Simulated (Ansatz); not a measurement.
# FH3OSiZn: small, medium and large basis sets

How large a basis does FH3OSiZn need? Two functionals are run in growing sets.

The runs use Ansatz 0.2.0, Gaussian basis; one geometry, several basis sets.

Levels to be run: PBE0-D4/def2-SVP; ωB97M-V/def2-SVP; PBE0-D4/def2-QZVPP; ωB97M-V/def2-QZVPP; the functionals' def2-TZVPP values are taken from earlier runs.

## Step 1: Structure used throughout

The geometry comes from an earlier relaxation with PBE0-D4 in a triple-zeta def2 set; it is a stationary point, not always the lowest conformer.

7 atoms, charge 0, spin multiplicity 1.

Atoms are counted from 1 here; the program's logs count them from 0.

Bond lengths: O1–Si2 1.629 Å, O1–H5 0.961 Å, Si2–F3 1.598 Å, Si2–H6 1.475 Å, Si2–H7 1.482 Å. Angles: Si2–O1–H5 117.9°, O1–Si2–F3 111.0°, O1–Si2–H6 106.4°, O1–Si2–H7 112.0°, F3–Si2–H6 108.1°, F3–Si2–H7 105.9°, H6–Si2–H7 113.5°.

## Step 2: PBE0-D4 in def2-SVP

Input file in.yaml:

```yaml
crystal:
  periodic: [false, false, false]
  atoms:
    - {symbol: O, position_ang: [-0.872254, 0.307764, 0.886708]}
    - {symbol: Si, position_ang: [0.685325, 0.224027, 0.415830]}
    - {symbol: F, position_ang: [1.119498, -1.288447, 0.139182]}
    - {symbol: Zn, position_ang: [-1.729882, -1.125640, -2.406599]}
    - {symbol: H, position_ang: [-1.551088, 0.129455, 0.230679]}
    - {symbol: H, position_ang: [1.489331, 0.733193, 1.542375]}
    - {symbol: H, position_ang: [0.920270, 0.951649, -0.853874]}
basis:
  gaussian: {orbitals: def2-SVP}
hamiltonian: {xc: pbe0, dispersion: d4}
output: {orbitals: {seedname: orbitals}}
```

Launch:

```sh
ansatz run in.yaml --threads 4 --pin off --events-out ev --progress --plain --max-ram 10444MiB
```

Standard output:

```text
Functional definition: PBE0
  name "PBE0"
  cite "Adamo & Barone, J. Chem. Phys. 110, 6158 (1999) doi:10.1063/1.478522"
  cite "Perdew, Burke & Ernzerhof, Phys. Rev. Lett. 77, 3865 (1996) doi:10.1103/PhysRevLett.77.3865"
  parent pbe
  parameter a = 0.25
  parameter kappa = 0.804
  parameter beta = 0.06672455060314922
  exchange = (1 - a)*pbe_x(kappa = kappa, mu = beta*pi^2/3) + a*exact_x
  correlation = pbe_c(beta = beta)
873 factors; integrals over basis functions are off by at most 1.0e-3 eV
mean field evaluation 1: about -61079.9177 eV, gradient 5.2e1 eV
mean field evaluation 2: about -61073.7135 eV, gradient 7.9e1 eV
mean field evaluation 4: about -61084.2854 eV, gradient 3.4e0 eV
mean field evaluation 8: about -61084.3466 eV, gradient 1.2e-1 eV
mean field evaluation 16: about -61084.3466 eV, gradient 1.6e-5 eV
mean field -61084.34663803 eV, -2244.8083344903 hartree, gradient 1.6e-5 eV, S^2 0.000000; 0 other end points of the search recorded, 0 dependent functions left out
reference -61084.34667067 eV, -2244.8083356897 hartree; 32, 32 occupied and 60, 60 virtual orbitals, 873 factors
Total energy: -61084.47192314 eV, -2244.8129386331 hartree
```

Wall time 0.55 s (4 threads of Intel Xeon 6975P-C, shared host).

## Step 3: ωB97M-V in def2-SVP

Changes to in.yaml since step 2:

```diff
@@ -12,3 +12,3 @@
   gaussian: {orbitals: def2-SVP}
-hamiltonian: {xc: pbe0, dispersion: d4}
+hamiltonian: {xc: {name: wB97M-V}}
 output: {orbitals: {seedname: orbitals}}
```

Same command.

Standard output, cut to the lines that bear on the results:

```text
Functional definition: wB97M-V
  name "wB97M-V"
  cite "Mardirossian & Head-Gordon, J. Chem. Phys. 144, 214110 (2016) doi:10.1063/1.4952647"
  cite "Becke, J. Chem. Phys. 107, 8554 (1997) doi:10.1063/1.475007"
  cite "Vydrov & Van Voorhis, J. Chem. Phys. 133, 244103 (2010) doi:10.1063/1.3521275"
  # Of w^i u^j: cxij and so on, Table III.
[...]
  gx(w, u) = 1 - cx + cx01*u + cx10*w
  gss(w, u) = css00 + css04*u^4 + css10*w + css20*w^2 + css43*w^4*u^3
  gos(w, u) = cos00 + cos10*w + (cos20 + cos21*u)*w^2 + (cos60 + cos61*u)*w^6
[...]
      + integral(e_c_pw_mod_opposite_spin*gos(b97_w_opposite, b97_u_opposite)) + vv10(b, c)
873 factors; integrals over basis functions are off by at most 1.0e-3 eV
221 factors; integrals over basis functions are off by at most 2.4e-5 eV
[...]
mean field -61094.71062874 eV, -2245.1892041240 hartree, gradient 5.5e-5 eV, S^2 0.000000; 0 other end points of the search recorded, 0 dependent functions left out
reference -61094.71068083 eV, -2245.1892060381 hartree; 32, 32 occupied and 60, 60 virtual orbitals, 873 factors
Total energy: -61094.71068083 eV, -2245.1892060381 hartree
```

Wall time 1.9 s (4 threads of Intel Xeon 6975P-C, shared host).

## Step 4: PBE0-D4 in def2-QZVPP

Changes to in.yaml since step 3:

```diff
@@ -11,4 +11,4 @@
 basis:
-  gaussian: {orbitals: def2-SVP}
-hamiltonian: {xc: {name: wB97M-V}}
+  gaussian: {orbitals: "def2-QZVPP.json"}
+hamiltonian: {xc: pbe0, dispersion: d4}
 output: {orbitals: {seedname: orbitals}}
```

The command is unchanged.

Standard output:

```text
Functional definition: PBE0
  name "PBE0"
  cite "Adamo & Barone, J. Chem. Phys. 110, 6158 (1999) doi:10.1063/1.478522"
  cite "Perdew, Burke & Ernzerhof, Phys. Rev. Lett. 77, 3865 (1996) doi:10.1103/PhysRevLett.77.3865"
  parent pbe
  parameter a = 0.25
  parameter kappa = 0.804
  parameter beta = 0.06672455060314922
  exchange = (1 - a)*pbe_x(kappa = kappa, mu = beta*pi^2/3) + a*exact_x
  correlation = pbe_c(beta = beta)
1598 factors; their error is unknown
mean field evaluation 1: about -61096.5823 eV, gradient 6.3e1 eV
mean field evaluation 2: about -61085.1732 eV, gradient 1.0e2 eV
mean field evaluation 4: about -61102.2571 eV, gradient 5.7e0 eV
mean field evaluation 8: about -61102.2957 eV, gradient 1.6e-1 eV
mean field evaluation 16: about -61102.3944 eV, gradient 6.8e-5 eV
mean field -61102.39440962 eV, -2245.4715778630 hartree, gradient 6.8e-5 eV, S^2 0.000000; 0 other end points of the search recorded, 0 dependent functions left out
reference -61102.39444806 eV, -2245.4715792757 hartree; 32, 32 occupied and 342, 342 virtual orbitals, 1598 factors
Total energy: -61102.51970053 eV, -2245.4761822191 hartree
```

Wall time 3 s (4 threads of Intel Xeon 6975P-C, shared host); peak memory 1.2 GiB.

## Step 5: ωB97M-V in def2-QZVPP

Changes to in.yaml since step 4:

```diff
@@ -12,3 +12,3 @@
   gaussian: {orbitals: "def2-QZVPP.json"}
-hamiltonian: {xc: pbe0, dispersion: d4}
+hamiltonian: {xc: {name: wB97M-V}}
 output: {orbitals: {seedname: orbitals}}
```

The command is unchanged.

Standard output, cut to the lines that bear on the results:

```text
Functional definition: wB97M-V
  name "wB97M-V"
  cite "Mardirossian & Head-Gordon, J. Chem. Phys. 144, 214110 (2016) doi:10.1063/1.4952647"
  cite "Becke, J. Chem. Phys. 107, 8554 (1997) doi:10.1063/1.475007"
  cite "Vydrov & Van Voorhis, J. Chem. Phys. 133, 244103 (2010) doi:10.1063/1.3521275"
  # Of w^i u^j: cxij and so on, Table III.
[...]
  gx(w, u) = 1 - cx + cx01*u + cx10*w
  gss(w, u) = css00 + css04*u^4 + css10*w + css20*w^2 + css43*w^4*u^3
  gos(w, u) = cos00 + cos10*w + (cos20 + cos21*u)*w^2 + (cos60 + cos61*u)*w^6
[...]
      + integral(e_c_pw_mod_opposite_spin*gos(b97_w_opposite, b97_u_opposite)) + vv10(b, c)
1527 factors; their error is unknown
294 factors; integrals over basis functions are off by at most 4.0e-5 eV
[...]
mean field -61112.80870649 eV, -2245.8542962140 hartree, gradient 6.7e-6 eV, S^2 0.000000; 0 other end points of the search recorded, 0 dependent functions left out
reference -61112.80877003 eV, -2245.8542985491 hartree; 32, 32 occupied and 342, 342 virtual orbitals, 1527 factors
Total energy: -61112.80877003 eV, -2245.8542985491 hartree
```

Run time: 6 s. Hardware: 4 threads of Intel Xeon 6975P-C, shared host; peak memory 1.5 GiB.

## Step 6: Functionals by basis

The def2-TZVPP values come from earlier runs at the same geometry.

| functional | basis | functions | energy (eV) | from the largest (eV) | HOMO (eV) | LUMO (eV) |
| --- | --- | --- | --- | --- | --- | --- |
| PBE0-D4 | def2-SVP | 92 | -61084.4719 | 18.048 | -6.68 | -0.17 |
| PBE0-D4 | def2-TZVPP | 210 | -61100.8199 | 1.700 | -6.93 | -1.12 |
| PBE0-D4 | def2-QZVPP | 374 | -61102.5197 | 0.000 | -6.92 | -1.17 |
| ωB97M-V | def2-SVP | 92 | -61094.7107 | 18.098 | -8.76 | 1.65 |
| ωB97M-V | def2-TZVPP | 210 | -61111.1766 | 1.632 | -9.02 | 0.41 |
| ωB97M-V | def2-QZVPP | 374 | -61112.8088 | 0.000 | -9.02 | 0.20 |

## Step 7: Summary of results

```
                                       quantity           value
PBE0-D4: double and triple zeta above quadruple  18.05, 1.70 eV
ωB97M-V: double and triple zeta above quadruple  18.10, 1.63 eV
```

In words: PBE0-D4 gains 16.35 eV from double to triple zeta, then 1.70 eV more. These are total energies; as a rule much of such shifts cancels in differences, which this series doesn't test. The LUMO of ωB97M-V is positive and keeps falling with the basis (1.65 to 0.20 eV): an unbound level that the basis holds in place.

For PBE0-D4 the largest set took about 5 times as long as the smallest (3 s against 0.55 s).
